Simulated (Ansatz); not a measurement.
# Hf11Si13: the cost of one run

Method: DFT PBE, scalar-relativistic, plane waves, PAW, in Ansatz 0.2.0.

## 1. The starting structure

The cell holds 24 atoms (Hf11Si13): a = 7.744 Å, b = 7.903 Å, c = 7.870 Å, α = 89.84°, β = 86.91°, γ = 91.12°.

It is the last frame of an earlier stage of the same melt, run at 1200 K.

Its coordinates follow in the input file.

## 2. Stage at 300 K

One k point, a Fermi-Dirac width of 0.050 eV and a fixed cell.

Contents of input.yaml:

```yaml
crystal:
  lattice:
    - [7.741093, -0.076927, 0.210367]
    - [-0.076927, 7.90266, 0.011703]
    - [0.210367, 0.011703, 7.866978]
  atoms:
    - { symbol: Si, position: [0.5462803769, 0.9838335363, 0.7235094829] }
    - { symbol: Si, position: [0.923166898, 0.3091689561, 0.2467181375] }
    - { symbol: Si, position: [0.7746819955, 0.9430495983, 0.5651933231] }
    - { symbol: Si, position: [0.1336621794, 0.5410862071, 0.6316526102] }
    - { symbol: Si, position: [0.6977418393, 0.9906441067, 0.0837481353] }
    - { symbol: Si, position: [0.8406080848, 0.6429449635, 0.7573531365] }
    - { symbol: Si, position: [0.7121305118, 0.3852508188, 0.6458336568] }
    - { symbol: Si, position: [0.2793227239, 0.2047536063, 0.2506272211] }
    - { symbol: Si, position: [0.0862406614, 0.4064338342, 0.9411954056] }
    - { symbol: Si, position: [0.5622908691, 0.6429264524, 0.1641598042] }
    - { symbol: Si, position: [0.9664931967, 0.1839125134, 0.6027500472] }
    - { symbol: Si, position: [0.0143010057, 0.1316653744, 0.9343601999] }
    - { symbol: Si, position: [0.5087358102, 0.5280803782, 0.4791558028] }
    - { symbol: Hf, position: [0.4326977166, 0.8753127326, 0.429253045] }
    - { symbol: Hf, position: [0.2924373868, 0.2536774683, 0.6550911511] }
    - { symbol: Hf, position: [0.9146466289, 0.6970414594, 0.0614702404] }
    - { symbol: Hf, position: [0.0256833494, 0.9704059144, 0.317082192] }
    - { symbol: Hf, position: [0.2439585379, 0.5519842713, 0.3215867833] }
    - { symbol: Hf, position: [0.095315007, 0.8745015666, 0.6975576003] }
    - { symbol: Hf, position: [0.8609901988, 0.6112100451, 0.4401008469] }
    - { symbol: Hf, position: [0.3484502072, 0.9905136569, 0.0113456167] }
    - { symbol: Hf, position: [0.6286780661, 0.2117994878, 0.3484982991] }
    - { symbol: Hf, position: [0.4388964515, 0.6745518982, 0.7840439124] }
    - { symbol: Hf, position: [0.6370019712, 0.3564426018, 0.977627535] }
  symmetry: { detect: false }
basis:
  ecutwfc: 420
  xc_grid: 1
kpoints:
  mp_grid: { grid: [1, 1, 1], shift: [0.25, 0.25, 0.25] }
hamiltonian:
  xc: pbe
scf:
  occupations: { method: fermi_dirac, width: 0.05 }
  lower_state_search: "off"
  convergence: { dr2_threshold: 1.0e-05 }
output:
  forces: true
  stress: true
md:
  timestep: 3.0
  n_steps: 66
  ensemble: nvt_langevin
  friction: 0.03
  temperature: 300.0
  initial_velocities: maxwell_boltzmann
  seed: 53569
```

Command:

```sh
$ ansatz run input.yaml --threads 2 --pin off --max-ram 5120MiB --backend cpu --events-out ev --progress --plain --runs-dir out
```

**Question.** How long does this run take on 2 threads of Arm Neoverse V1, shared host, and how much memory does it need?

About 6.6 min, with a peak of 0.89 GiB.
